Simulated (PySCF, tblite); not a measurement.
**C₄H₇N₃SSi: geometry, infrared bands and NMR shifts**

Wanted: the infrared bands and NMR shifts of C₄H₇N₃SSi (`C=Cc1nc(S[SiH3])n[nH]1`), by calculation.

Computed with tblite 0.8.0 and PySCF 2.14.0, with density-fitted response routines of our own, on a single molecule in the gas phase. Atoms count from 0, in the outputs and in this text.

## 1. Starting geometry

16 atoms, charge 0, multiplicity 1; geometry from: force field or distance geometry start.

Bonds of the start (Å): C0–C1 1.35, C1–C2 1.42, C2–N3 1.30, N3–C4 1.36, C4–S5 1.73, S5–Si6 2.13, C4–N7 1.34, N7–N8 1.34, N8–C2 1.37, C0–H9 1.10, C0–H10 1.08, C1–H11 1.08, Si6–H12 1.50, Si6–H13 1.49, Si6–H14 1.48, N8–H15 1.02.

## 2. Optimising the geometry with GFN2-xTB

What the job is given:

```
{"job": {"kind": "relax", "xc": "GFN2-xTB", "basis": "xTB"}, "charge": 0, "multiplicity": 1}
C     -2.426100    -1.435300    -0.419100
C     -2.368900    -0.094200    -0.334200
C     -1.102200     0.537800    -0.187300
N      0.118800     0.083700    -0.140600
C      0.887100     1.197500     0.006000
S      2.612600     1.211600     0.122600
Si     3.168000    -0.839800     0.024900
N      0.207300     2.349500     0.029000
N     -1.054800     1.901800    -0.095100
H     -3.395300    -1.935500    -0.516800
H     -1.547400    -2.058400    -0.396600
H     -3.281900     0.483900    -0.350300
H      2.582400    -1.599900     1.177800
H      2.769200    -1.439900    -1.274700
H      4.644200    -0.931300     0.131900
H     -1.820800     2.577500    -0.094600
```

The run is started by

```bash
$ OMP_NUM_THREADS=1 python probes_run.py task.json out
```

This one command runs all jobs of the session in turn.

Standard output:

```text
step      E/eV     max force
  0    -704.03577    1.952
  1    -704.15683    1.281
  2    -704.18839    0.475
  3    -704.20113    0.275
  4    -704.20895    0.233
  5    -704.21622    0.207
  6    -704.22216    0.168
  7    -704.22717    0.203
  8    -704.23203    0.221
  9    -704.23673    0.211
 10    -704.24040    0.190
 11    -704.24330    0.155
 12    -704.24591    0.201
 13    -704.24881    0.216
 14    -704.25202    0.153
 15    -704.25482    0.144
 16    -704.25700    0.124
 17    -704.25903    0.141
 18    -704.26135    0.140
 19    -704.26442    0.183
 20    -704.26914    0.269
 21    -704.27642    0.330
 22    -704.28574    0.331
 23    -704.29475    0.264
 24    -704.30198    0.170
 25    -704.30662    0.153
 26    -704.31149    0.184
 27    -704.31826    0.221
 28    -704.32500    0.193
 29    -704.33052    0.204
 30    -704.33510    0.201
 31    -704.33973    0.192
 32    -704.34426    0.201
 33    -704.34751    0.154
 34    -704.34913    0.088
 35    -704.34990    0.061
 36    -704.35057    0.073
 37    -704.35163    0.079
 38    -704.35308    0.094
 39    -704.35520    0.156
 40    -704.35852    0.198
 41    -704.36264    0.178
 42    -704.36638    0.192
 43    -704.36872    0.132
 44    -704.36974    0.060
 45    -704.37039    0.079
 46    -704.37108    0.106
 47    -704.37190    0.104
 48    -704.37269    0.066
 49    -704.37318    0.045
 50    -704.37342    0.038
 51    -704.37361    0.048
 52    -704.37382    0.047
 53    -704.37399    0.026
 54    -704.37407    0.015
 55    -704.37409    0.009
```

Wall time 1.5 s (1 thread of Intel Xeon at 2.50GHz, shared host); peak memory 0.18 GiB.

Along the way: (not every step is listed)

```
step  energy from step 0 (eV)  largest force (eV/Å)
   0                   0.0000                1.9524
   1                  -0.1211                1.2811
   2                  -0.1526                0.4752
   3                  -0.1654                0.2746
   4                  -0.1732                0.2332
   5                  -0.1805                0.2069
   6                  -0.1864                0.1676
   7                  -0.1914                0.2031
   8                  -0.1963                0.2206
  12                  -0.2101                0.2006
  16                  -0.2212                0.1245
  20                  -0.2334                0.2694
  24                  -0.2662                0.1698
  28                  -0.2892                0.1926
  32                  -0.3085                0.2009
  36                  -0.3148                0.0728
  40                  -0.3228                0.1985
  44                  -0.3340                0.0599
  48                  -0.3369                0.0663
  50                  -0.3377                0.0380
  51                  -0.3378                0.0483
  52                  -0.3381                0.0469
  53                  -0.3382                0.0261
  54                  -0.3383                0.0154
  55                  -0.3383                0.0091
```

Close pairs (by a distance rule), those that changed most:

```
   bond  before (Å)  after (Å)  change (Å)
 S5–Si6       2.128      2.183      +0.056
Si6–H12       1.500      1.452      -0.048
Si6–H13       1.486      1.452      -0.034
  C4–S5       1.729      1.709      -0.021
  C4–N7       1.338      1.318      -0.020
  C2–N3       1.304      1.323      +0.020
Si6–H14       1.483      1.463      -0.020
  C0–H9       1.095      1.076      -0.019
```

The next job starts from the end point, and lists it.

## 3. Harmonic vibrations with GFN2-xTB

What the job is given:

```
{"job": {"kind": "ir", "xc": "GFN2-xTB", "basis": "xTB"}, "charge": 0, "multiplicity": 1}
C     -2.040733    -1.543316    -0.397468
C     -2.112767    -0.219536    -0.313766
C     -0.945908     0.612512    -0.174009
N      0.316927     0.222899    -0.108735
C      1.020332     1.372705     0.020889
S      2.721310     1.264273     0.140339
Si     2.594633    -0.909456    -0.016381
N      0.267570     2.454103     0.040094
N     -0.976848     1.960434    -0.084071
H     -2.920178    -2.154432    -0.499893
H     -1.086831    -2.041163    -0.365714
H     -3.059100     0.303558    -0.345034
H      1.892655    -1.413780     1.150401
H      2.069823    -1.248182    -1.327163
H      4.018474    -1.237545     0.062892
H     -1.766958     2.585870    -0.099496
```

Standard output:

```text
mode    cm-1     km/mol
  1      64.4      3.76
  2      78.3      9.56
  3     114.4      0.61
  4     159.1      0.06
  5     168.8     12.57
  6     303.1      0.32
  7     322.0     10.51
  8     329.7      0.79
  9     451.3      6.06
 10     486.6     40.74
 11     496.5      2.12
 12     546.2      0.35
 13     560.7     92.64
 14     603.3     38.71
 15     604.9     36.56
 16     673.7     41.82
 17     704.8     64.57
 18     724.2    151.00
 19     731.6     12.79
 20     802.3    331.98
 21     820.3    120.53
 22     897.3      9.76
 23     987.3     28.02
 24    1005.3     11.88
 25    1006.4     25.19
 26    1091.0     15.50
 27    1125.9     36.79
 28    1183.6     66.81
 29    1276.3     16.98
 30    1318.2     96.61
 31    1368.1      0.48
 32    1378.0     20.66
 33    1446.6    146.70
 34    1523.2     81.93
 35    1663.1      0.97
 36    2262.2    265.66
 37    2340.0     68.91
 38    2352.4    323.37
 39    3064.9     30.17
 40    3113.9      2.99
 41    3149.4     26.29
 42    3449.6     24.43
```

It took 2.3 s on 1 thread of Intel Xeon at 2.50GHz, shared host; peak memory 0.18 GiB.

The strongest bands and the atoms that carry them (share of the mass-weighted mode):

```
cm⁻¹  km/mol                         atoms
 561    92.6  H13 32 %, H12 32 %, H14 10 %
 724   151.0            H12 34 %, H13 34 %
 802   332.0  H14 39 %, H12 29 %, H13 27 %
 820   120.5  H14 47 %, H13 26 %, H12 23 %
1318    96.6     C4 44 %, N3 22 %, N7 12 %
1447   146.7     C4 42 %, C2 24 %, N7 17 %
2262   265.7                      H14 94 %
2352   323.4            H13 50 %, H12 45 %
```

## 4. Shielding tensors: PBE0/pcSseg-1

Settings changed since step 3:

```diff
@@ -1,2 +1,2 @@
-{"job": {"kind": "ir", "xc": "GFN2-xTB", "basis": "xTB"}, "charge": 0, "multiplicity": 1}
+{"job": {"kind": "nmr", "xc": "PBE0", "basis": "pcSseg-1"}, "charge": 0, "multiplicity": 1}
 C     -2.040733    -1.543316    -0.397468
```

Method: GIAO PBE0/pcSseg-1 NMR shielding, non-relativistic, gas phase.

Standard output:

```text
coarse grid: 15120 points
cycle   1  E = -1007.7540489836  dE =  1.703e+00  |g| = 4.891e-01  |ddm| = 4.021e+00
cycle   2  E = -1007.6947045165  dE =  5.934e-02  |g| = 7.355e-01  |ddm| = 1.098e+00
cycle   3  E = -1007.8101609733  dE = -1.155e-01  |g| = 1.238e-01  |ddm| = 6.304e-01
cycle   4  E = -1007.8127342637  dE = -2.573e-03  |g| = 6.125e-02  |ddm| = 1.393e-01
cycle   5  E = -1007.8135266070  dE = -7.923e-04  |g| = 1.862e-02  |ddm| = 6.042e-02
cycle   6  E = -1007.8135967031  dE = -7.010e-05  |g| = 5.851e-03  |ddm| = 1.890e-02
cycle   7  E = -1007.8136037721  dE = -7.069e-06  |g| = 2.195e-03  |ddm| = 6.929e-03
final grid: 139088 points
cycle   8  E = -1007.8633498493  dE = -3.338e-05  |g| = 8.099e-03  |ddm| = 3.813e-02
cycle   9  E = -1007.8633364585  dE =  1.339e-05  |g| = 1.088e-02  |ddm| = 1.947e-02
cycle  10  E = -1007.8633651976  dE = -2.874e-05  |g| = 1.758e-03  |ddm| = 1.241e-02
cycle  11  E = -1007.8633658706  dE = -6.730e-07  |g| = 3.969e-04  |ddm| = 1.732e-03
cycle  12  E = -1007.8633659004  dE = -2.979e-08  |g| = 2.019e-04  |ddm| = 4.954e-04
cycle  13  E = -1007.8633659091  dE = -8.710e-09  |g| = 4.316e-05  |ddm| = 1.703e-04
cycle  14  E = -1007.8633659096  dE = -4.211e-10  |g| = 2.305e-05  |ddm| = 6.930e-05
converged SCF energy = -1007.8633659096

GIAO shielding tensors (ppm)
atom      isotropic    diamagn.    paramagn.     s11        s22        s33       span
  0 C       54.505     254.783    -200.278    -58.439     51.323    170.630    229.069
  1 C       60.563     254.151    -193.588    -51.738     74.388    159.039    210.777
  2 C       29.902     253.054    -223.152    -19.346      2.819    106.233    125.579
  3 N      -12.080     335.431    -347.511   -147.133    -70.913    181.806    328.938
  4 C       20.340     260.929    -240.589    -51.091     17.323     94.789    145.880
  5 S      616.981    1056.496    -439.516    429.289    539.987    881.666    452.377
  6 Si     417.937     877.082    -459.145    365.256    433.803    454.751     89.495
  7 N      -47.258     326.566    -373.824   -257.639    -44.684    160.549    418.188
  8 N       42.088     332.211    -290.123    -57.892     78.660    105.496    163.389
  9 H       25.693      27.620      -1.926     23.743     24.745     28.591      4.848
 10 H       24.802      32.926      -8.124     22.368     23.038     29.001      6.632
 11 H       25.245      29.830      -4.584     22.461     24.810     28.465      6.004
 12 H       26.645      29.061      -2.416     23.027     24.997     31.910      8.883
 13 H       26.635      28.933      -2.298     22.996     25.026     31.884      8.888
 14 H       27.155      27.125       0.030     23.362     24.931     33.173      9.812
 15 H       22.223      33.741     -11.518     17.010     23.596     26.063      9.054
```

It took 100 s on 1 thread of Intel Xeon at 2.50GHz, shared host; peak memory 0.83 GiB.

Shifts follow as δ = σ(reference) − σ, with reference shieldings (ppm) from runs at the same level and on the same kind of geometry: 1H TMS 31.72, 13C TMS 186.9, 29Si TMS 349.2, 15N NH3 267.7, 33S CS2 504. The references are single molecules in the gas phase, so shifts against H2O, NH3, PH3, H3PO4 or CFCl3 are not on the usual liquid scales and can be off by tens of ppm. Atoms listed in one row are averaged.

```
        atoms                                          environment  σ (ppm)  δ (ppm)  δ scaled to CDCl3
           C4                       aromatic carbon bearing sulfur     20.3    166.6              156.3
           C2  substituted aromatic carbon next to a ring nitrogen     29.9    157.0              151.3
           C0                                 terminal =CH2 carbon     54.5    132.4              127.3
           C1                                            alkene CH     60.6    126.4              121.4
          H15             hydrogen on a pyrrole-type ring nitrogen    22.22     9.49                  –
          H10                   hydrogen on a terminal =CH2 carbon    24.80     6.91               6.62
          H11                             hydrogen on an alkene CH    25.25     6.47               6.21
           H9                   hydrogen on a terminal =CH2 carbon    25.69     6.02               5.78
H12, H13, H14                    hydrogen on a silicon bonded to S    26.81     4.91                  –
           N7                   pyridine-type nitrogen of an azole    -47.3    315.0                  –
           N3                   pyridine-type nitrogen of an azole    -12.1    279.8                  –
           N8                           pyrrole-type ring nitrogen     42.1    225.6                  –
           S5                               sulfur bonded to C, Si      617     -113                  –
          Si6                             silicon bonded to S, 3 H    417.9    -68.8                  –
```

The scaled column applies a straight-line fit of computed shieldings to shifts measured in CDCl3, with any fitted terms for Cl, Br or S neighbours (root-mean-square error 0.16 ppm for H, 1.9 ppm for C).

Charges from the same density, by scheme (e):

```
atoms  Mulliken    IAO  Hirshfeld  ESP fit
   C0     -0.07  -0.27      -0.07    -0.30
   C1     -0.19  -0.17      -0.05    -0.28
   C2      0.43   0.20       0.10     0.26
   N3     -0.58  -0.37      -0.16    -0.29
   C4      0.19   0.07       0.05     0.38
   S5     -0.15  -0.08      -0.06    -0.23
  Si6      0.54   0.57       0.27     0.32
   N7     -0.25  -0.27      -0.17    -0.46
   N8     -0.29  -0.13      -0.01    -0.04
```

Mayer bond orders: C0–C1 1.93, C1–C2 1.08, C2–N3 1.50, N3–C4 1.26, C4–S5 1.06, S5–Si6 0.86, C4–N7 1.52, N7–N8 1.16, N8–C2 1.14.

Ring of atoms C2, N3, C4, N7, N8: NICS(0) -11.4, NICS(1) -10.5, NICS(1)zz -26.3 ppm (means of both faces).

## 5. Summary of results

| quantity | value |
| --- | --- |
| strongest single infrared mode (GFN2-xTB) | 802 cm⁻¹, 332 km/mol |
| zero-point energy (GFN2-xTB) | 66.8 kcal/mol |
| 13C shifts against TMS (PBE0/pcSseg-1) | 166.6, 157.0, 132.4, 126.4 ppm |
| 1H shifts against TMS (PBE0/pcSseg-1, means over atoms taken as alike) | 9.49, 6.91, 6.47, 6.02, 4.91 ppm |
| 15N shifts against NH3 (PBE0/pcSseg-1) | 315.0, 279.8, 225.6 ppm |
| 33S shifts against CS2 (PBE0/pcSseg-1) | -113 ppm |
| 29Si shifts against TMS (PBE0/pcSseg-1) | -68.8 ppm |

Relaxing lowered the energy by 0.338 eV in 55 steps; the close pair that moved most is S5–Si6, from 2.128 to 2.183 Å. No mode is imaginary among the 42: a minimum at this level. The strongest single mode, at 802 cm⁻¹, has its largest shares on H14, H12 and H13 (the list is cut at 3 atoms). Unscaled tight-binding wavenumbers are off by several per cent, some by more. Its intensities can rank the bands wrongly. At PBE0/pcSseg-1: The largest span, 452 ppm, is at S5, where the paramagnetic term is -440 ppm. NICS(1)zz of -26 ppm above the planar ring from C2 marks a diatropic (aromatic) ring current.
